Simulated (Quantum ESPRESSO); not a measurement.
## SiO: zone-centre phonons under several settings

```
CELL_PARAMETERS angstrom
0.00000 2.43364 2.43364
2.43364 0.00000 2.43364
2.43364 2.43364 0.00000
ATOMIC_POSITIONS crystal
Si 0.75000 0.75000 0.75000
O 0.00000 0.00000 0.00000
```

The cell was built by a generator and needn't be a form met in nature.

All runs used Quantum ESPRESSO 7.5; potentials GBRV 1.5 PBEsol; k mesh 6 × 6 × 6, shifted; no spin polarisation; cutoff 612 eV.

```csv
level,geometry,occupations,volume (Å³/atom),pressure (GPa),lowest optical mode without the field (cm⁻¹)
PBEsol,relaxed at 0 GPa,"fermi-dirac, width 0.05 eV",13.60,0.0,254i
PBEsol,relaxed at 2 GPa,"fermi-dirac, width 0.05 eV",?,2.1,?
PBEsol,relaxed at 5 GPa,"smeared at first, fixed for the response",12.40,5.0,194i
PBEsol,relaxed at 10 GPa,"smeared at first, fixed for the response",11.64,10.1,113i
PBEsol,relaxed at 15 GPa,"smeared at first, fixed for the response",11.08,15.1,102
```

Problem. What stands in the row left open?

Solution. Volume 13.06 Å³/atom; lowest optical mode without the field 237i cm⁻¹.

Values marked i are imaginary: the cell is unstable against those modes at that level, or the meshes are too thin.

Caveats: some runs use coarse meshes; some modes are imaginary (some runs); the cell is more than 3 GPa from zero pressure, which shifts response properties (some runs); the mesh is thin for the phonons of a metal (some runs); the volume moved by over 15 % at a fixed basis, so the end points are rough (some runs).

For the row left open. Caveat: the mesh is thin for the phonons of a metal; some modes are imaginary.
